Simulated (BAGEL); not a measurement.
# C3H4AlF (SMILES CC#[C][AlH][F]): B3LYP/cc-pVDZ (density fitting with qzvpp-jkfit)

What is the energy change on altering one bond length of C3H4AlF at B3LYP/cc-pVDZ (density fitting with qzvpp-jkfit)? 

The results are computed with BAGEL 1.2.2.

2 further runs of the same task are left out: 2 set aside as unsound or not needed.

## Step 1: The structure to begin with

C3H4AlF: 9 atoms, total charge 0, spin state singlet. SMILES: `CC#[C][AlH][F]`. The shape comes from GFN2-xTB, which is rough for such elements, and wasn't checked as a minimum.

Bond lengths: C1–C2 1.446 Å, C2–C3 1.215 Å, C3–Al4 1.927 Å, Al4–F5 1.648 Å, C1–H6 1.090 Å, C1–H7 1.090 Å, C1–H8 1.090 Å, Al4–H9 1.522 Å. Some angles: C1–C2–C3 179.2°, C2–C3–Al4 178.7°, C3–Al4–F5 123.2°, C2–C1–H6 110.0°, C2–C1–H7 110.0°, C2–C1–H8 110.0°, C3–Al4–H9 123.9°, F5–Al4–H9 112.9°, H6–C1–H7 108.9°, H6–C1–H8 108.9°.

## Step 2: The energy at B3LYP/cc-pVDZ (density fitting with qzvpp-jkfit)

The input, dft.json:

```json
{ "bagel": [

{
  "title": "molecule",
  "basis": "cc-pvdz.json",
  "df_basis": "qzvpp-jkfit",
  "angstrom": "true",
  "geometry": [
    { "atom": "C", "xyz": [    1.977470,    0.512520,   -0.231510 ] },
    { "atom": "C", "xyz": [    0.588510,    0.149630,   -0.062070 ] },
    { "atom": "C", "xyz": [   -0.580130,   -0.145430,    0.093640 ] },
    { "atom": "Al", "xyz": [   -2.429230,   -0.644210,    0.309880 ] },
    { "atom": "F", "xyz": [   -3.597110,   -0.282460,   -0.794870 ] },
    { "atom": "H", "xyz": [    2.115970,    1.569870,   -0.005140 ] },
    { "atom": "H", "xyz": [    2.602160,   -0.077750,    0.439070 ] },
    { "atom": "H", "xyz": [    2.288710,    0.327980,   -1.259690 ] },
    { "atom": "H", "xyz": [   -2.966340,   -1.410150,    1.510670 ] }
  ]
},
{
  "title": "ks",
  "xc_func": "b3lyp"
},
{
  "title": "print",
  "file": "orbitals.molden",
  "orbitals": "true"
}

]}
```

The basis set cc-pVDZ is read from a file made from the Basis Set Exchange's data (not shown).

Run with:

```console
$ BAGEL_NUM_THREADS=1 BAGEL dft.json > dft.out
```

What it wrote:

```text
* using 1 threads per process

  ===============================================================
  ===============================================================

  *** Geometry ***

  { "atom" : "C", "xyz" : [      3.736877,      0.968522,     -0.437490 ] },
  { "atom" : "C", "xyz" : [      1.112123,      0.282760,     -0.117295 ] },
  { "atom" : "C", "xyz" : [     -1.096287,     -0.274823,      0.176954 ] },
  { "atom" : "Al", "xyz" : [     -4.590579,     -1.217380,      0.585588 ] },
  { "atom" : "F", "xyz" : [     -6.797553,     -0.533772,     -1.502087 ] },
  { "atom" : "H", "xyz" : [      3.998604,      2.966624,     -0.009713 ] },
  { "atom" : "H", "xyz" : [      4.917370,     -0.146926,      0.829722 ] },
  { "atom" : "H", "xyz" : [      4.325035,      0.619792,     -2.380469 ] },
  { "atom" : "H", "xyz" : [     -5.605570,     -2.664797,      2.854753 ] },

  Number of auxiliary basis functions:      502

  Since a DF basis is specified, we compute 2- and 3-index integrals:
    o Being stored without compression. Storage requirement is 0.035 GB

  Number of basis functions:       94
  Number of electrons      :       44

    * METHOD: MOLECULE                             0.79

  *** Kohn-Sham DFT ***

    * Removing 15302 points whose weight is below 1.00e-10
    * Grid points: 118852

  === Nuclear Repulsion ===
   170.4902900360

       - DIIS with orbital gradients will be used.

  === KS iteration (b3lyp / cc-pvdz.json) ===
      0       -423.25491273          0.09558781           1.04
      1       -357.71616391          0.13240801           1.01
      2       -319.74036003          0.28268250           1.06
      3       -421.99504994          0.09072933           1.01
      4       -421.30819363          0.13894761           1.21
      5       -455.16300351          0.06053810           1.12
      6       -438.56511542          0.08980293           1.08
      7       -438.22339967          0.11880191           1.13
      8       -441.86091230          0.11551951           1.09
      9       -428.58051748          0.10123000           1.09
     10       -456.49015893          0.04892278           0.96
     11       -457.22533828          0.05240958           0.95
     12       -453.62321976          0.07921946           0.89
     13       -458.52665075          0.02838846           1.03
     14       -458.62436485          0.02602183           1.12
     15       -458.38548715          0.03415556           1.05
     16       -459.03274277          0.00441226           1.08
     17       -459.04058120          0.00216038           1.00
     18       -459.04335532          0.00037847           1.00
     19       -459.04346338          0.00008238           0.81
     20       -459.04346834          0.00003332           0.85
     21       -459.04346921          0.00001269           0.95
     22       -459.04346936          0.00000196           0.96
     23       -459.04346936          0.00000075           0.99
     24       -459.04346936          0.00000040           0.94
     25       -459.04346936          0.00000002           1.07
     26       -459.04346936          0.00000001           0.88
    * SCF iteration converged.

    * Permanent dipole moment:
           (   -1.141850,    -0.110784,    -0.208738) a.u.

    * METHOD: KS                                  29.54

    * METHOD: PRINT                                0.02

  ===============================================================
```

It took 31 s on 1 thread of Intel Xeon at 2.50GHz (Skylake/Cascade Lake), shared host; peak memory 0.51 GiB.

## Step 3: The distorted shape

The input, job.json:

```json
{ "bagel": [

{
  "title": "molecule",
  "basis": "cc-pvdz.json",
  "df_basis": "qzvpp-jkfit",
  "angstrom": "true",
  "geometry": [
    { "atom": "C", "xyz": [    2.671929,    0.693959,   -0.316227 ] },
    { "atom": "C", "xyz": [    0.588510,    0.149630,   -0.062070 ] },
    { "atom": "C", "xyz": [   -0.580130,   -0.145430,    0.093640 ] },
    { "atom": "Al", "xyz": [   -2.429230,   -0.644210,    0.309880 ] },
    { "atom": "F", "xyz": [   -3.597110,   -0.282460,   -0.794870 ] },
    { "atom": "H", "xyz": [    2.810429,    1.751309,   -0.089857 ] },
    { "atom": "H", "xyz": [    3.296619,    0.103689,    0.354353 ] },
    { "atom": "H", "xyz": [    2.983169,    0.509419,   -1.344407 ] },
    { "atom": "H", "xyz": [   -2.966340,   -1.410150,    1.510670 ] }
  ]
},
{
  "title": "ks",
  "xc_func": "b3lyp"
},
{
  "title": "print",
  "file": "orbitals.molden",
  "orbitals": "true"
}

]}
```

The basis set cc-pVDZ is read from a file made from the Basis Set Exchange's data (not shown).

Run with:

```console
$ BAGEL_NUM_THREADS=1 BAGEL job.json > job.out
```

What it wrote:

```text
* using 1 threads per process

  ===============================================================
  ===============================================================

  *** Geometry ***

  { "atom" : "C", "xyz" : [      5.049214,      1.311392,     -0.597582 ] },
  { "atom" : "C", "xyz" : [      1.112123,      0.282760,     -0.117295 ] },
  { "atom" : "C", "xyz" : [     -1.096287,     -0.274823,      0.176954 ] },
  { "atom" : "Al", "xyz" : [     -4.590579,     -1.217380,      0.585588 ] },
  { "atom" : "F", "xyz" : [     -6.797553,     -0.533772,     -1.502087 ] },
  { "atom" : "H", "xyz" : [      5.310941,      3.309494,     -0.169805 ] },
  { "atom" : "H", "xyz" : [      6.229707,      0.195944,      0.669630 ] },
  { "atom" : "H", "xyz" : [      5.637372,      0.962662,     -2.540561 ] },
  { "atom" : "H", "xyz" : [     -5.605570,     -2.664797,      2.854753 ] },

  Number of auxiliary basis functions:      502

  Since a DF basis is specified, we compute 2- and 3-index integrals:
    o Being stored without compression. Storage requirement is 0.035 GB

  Number of basis functions:       94
  Number of electrons      :       44

    * METHOD: MOLECULE                             0.64

  *** Kohn-Sham DFT ***

    * Removing 14198 points whose weight is below 1.00e-10
    * Grid points: 119956

  === Nuclear Repulsion ===
   160.3372950956

       - DIIS with orbital gradients will be used.

  === KS iteration (b3lyp / cc-pvdz.json) ===
      0       -417.46322054          0.09061336           1.15
      1       -252.47299854          0.15577619           1.03
      2       -329.11679203          0.22997354           0.74
      3       -424.35321982          0.08321910           1.01
      4       -416.54191255          0.10382753           0.91
      5       -443.94858542          0.09614464           1.02
      6       -458.40303550          0.02201274           1.12
      7       -458.16908468          0.03292123           0.86
      8       -458.86599443          0.00966005           0.93
      9       -458.88517761          0.00800797           1.26
     10       -458.87197545          0.01056844           1.06
     11       -458.92932518          0.00271842           1.09
     12       -458.93514824          0.00051127           0.91
     13       -458.93533887          0.00022354           0.78
     14       -458.93537686          0.00008562           0.85
     15       -458.93538344          0.00002644           0.89
     16       -458.93538389          0.00000443           0.80
     17       -458.93538390          0.00000341           0.82
     18       -458.93538391          0.00000046           1.19
     19       -458.93538391          0.00000033           1.25
     20       -458.93538391          0.00000009           1.19
     21       -458.93538391          0.00000004           1.07
     22       -458.93538391          0.00000002           0.93
     23       -458.93538391          0.00000001           0.88
    * SCF iteration converged.

    * Permanent dipole moment:
           (   -1.516052,    -0.206301,    -0.166815) a.u.

    * METHOD: KS                                  26.24

    * METHOD: PRINT                                0.02

  ===============================================================
```

Wall time 28 s (1 thread of Intel Xeon at 2.50GHz (Skylake/Cascade Lake), shared host); peak memory 0.52 GiB.

## Step 4: What came out

Level: B3LYP/cc-pVDZ (density fitting with qzvpp-jkfit).

| quantity | value |
| --- | --- |
| first shape: total energy | -459.04347 Eh |
| first shape: dipole moment | 2.96 D |
| first shape: HOMO energy | -7.47 eV |
| first shape: LUMO energy | -1.44 eV |
| first shape: HOMO–LUMO gap | 6.03 eV |
| distorted shape: total energy | -458.93538 Eh |
| distorted shape: dipole moment | 3.91 D |
| distorted shape: HOMO energy | -7.57 eV |
| distorted shape: LUMO energy | -2.12 eV |
| distorted shape: HOMO–LUMO gap | 5.46 eV |
| energy change with the C1–C2 bond stretched from 1.446 to 2.168 Å | 2.941 eV |

With the C1–C2 bond stretched from 1.446 to 2.168 Å the energy rises by 2.94 eV (284 kJ/mol). The first shape isn't relaxed at this level, so the change isn't measured from a minimum.
